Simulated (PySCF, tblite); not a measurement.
**C5H11PSSi: geometry, infrared bands and NMR shifts**

Aim: predict the infrared bands and NMR shifts of C5H11PSSi (`C[P@]1(=S)CC=C([SiH3])C1`).

Computed with tblite 0.8.0 and PySCF 2.14.0, with density-fitted response routines of our own, on a single molecule in the gas phase. Atoms are numbered from 0 throughout.

### 1 Starting geometry

19 atoms, charge 0, multiplicity 1; geometry from: force field or distance geometry start.

Bonds of the start (Å): C0–P1 1.79, P1–S2 1.69, P1–C3 1.81, C3–C4 1.46, C4–C5 1.28, C5–Si6 1.89, C5–C7 1.47, C7–P1 1.85, C0–H8 1.13, C0–H9 1.11, C0–H10 1.10, C3–H11 1.12, C3–H12 1.11, C4–H13 1.13, Si6–H14 1.47, Si6–H15 1.48, Si6–H16 1.45, C7–H17 1.10, C7–H18 1.09.

### 2 Geometry optimisation with GFN2-xTB

The job: settings as JSON, then the geometry in Å.

```
{"job": {"kind": "relax", "xc": "GFN2-xTB", "basis": "xTB"}, "charge": 0, "multiplicity": 1}
C     -2.795600     0.613900     0.159000
P     -1.296800     0.089000    -0.656800
S     -1.326600     0.089200    -2.346800
C     -0.683600    -1.506300    -0.057900
C      0.763800    -1.289400    -0.104400
C      1.194000    -0.083700    -0.079800
Si     3.025500     0.358800    -0.151300
C      0.181600     0.982800     0.018100
H     -2.501100     1.093400     1.138300
H     -3.256700     1.422200    -0.453700
H     -3.496100    -0.189900     0.431000
H     -1.017300    -1.706000     0.996300
H     -1.023200    -2.337700    -0.717000
H      1.465800    -2.170500    -0.191100
H      3.153200     1.439100    -1.142000
H      3.349100     0.917600     1.185400
H      3.851400    -0.769400    -0.526100
H      0.003000     1.186700     1.087900
H      0.399800     1.869400    -0.581400
```

Run with:

```console
OMP_NUM_THREADS=1 python probes_run.py task.json out
```

One launch serves the whole session: the jobs run in the order shown.

**Question.** This job is followed by: GFN2-xTB harmonic vibrations, gas phase; GIAO PBE0/pcSseg-1 NMR shielding, non-relativistic, gas phase. Predict these results of the whole session: strongest single infrared mode (GFN2-xTB); zero-point energy (GFN2-xTB); 13C shifts against TMS (PBE0/pcSseg-1); 1H shifts against TMS (PBE0/pcSseg-1, means over atoms taken as alike); 31P shifts against H3PO4 (PBE0/pcSseg-1); 33S shifts against CS2 (PBE0/pcSseg-1); 29Si shifts against TMS (PBE0/pcSseg-1).

The runs gave:

| quantity | value |
| --- | --- |
| strongest single infrared mode (GFN2-xTB) | 2286 cm⁻¹, 311 km/mol |
| zero-point energy (GFN2-xTB) | 87.2 kcal/mol |
| 13C shifts against TMS (PBE0/pcSseg-1) | 148.8, 142.0, 47.7, 47.0, 22.7 ppm |
| 1H shifts against TMS (PBE0/pcSseg-1, means over atoms taken as alike) | 6.43, 4.13, 2.79, 2.72, 2.56, 2.46, 1.51 ppm |
| 31P shifts against H3PO4 (PBE0/pcSseg-1) | 51.5 ppm |
| 33S shifts against CS2 (PBE0/pcSseg-1) | -222 ppm |
| 29Si shifts against TMS (PBE0/pcSseg-1) | -74.8 ppm |

Relaxing lowered the energy by 2.241 eV in 222 steps; the close pair that moved most is P1–S2, from 1.690 to 1.938 Å. No mode is imaginary among the 51: a minimum at this level. The strongest single mode, at 2286 cm⁻¹, moves mainly H16. GFN2-xTB is a fitted tight-binding method: band positions and strengths are rough. Its intensities can rank the bands wrongly. The most deshielded hydrogen is H13 (hydrogen on an alkene CH), at 6.43 ppm: olefinic region. At PBE0/pcSseg-1: Shielding is most anisotropic at P1 (span 287 ppm, paramagnetic term -695 ppm).
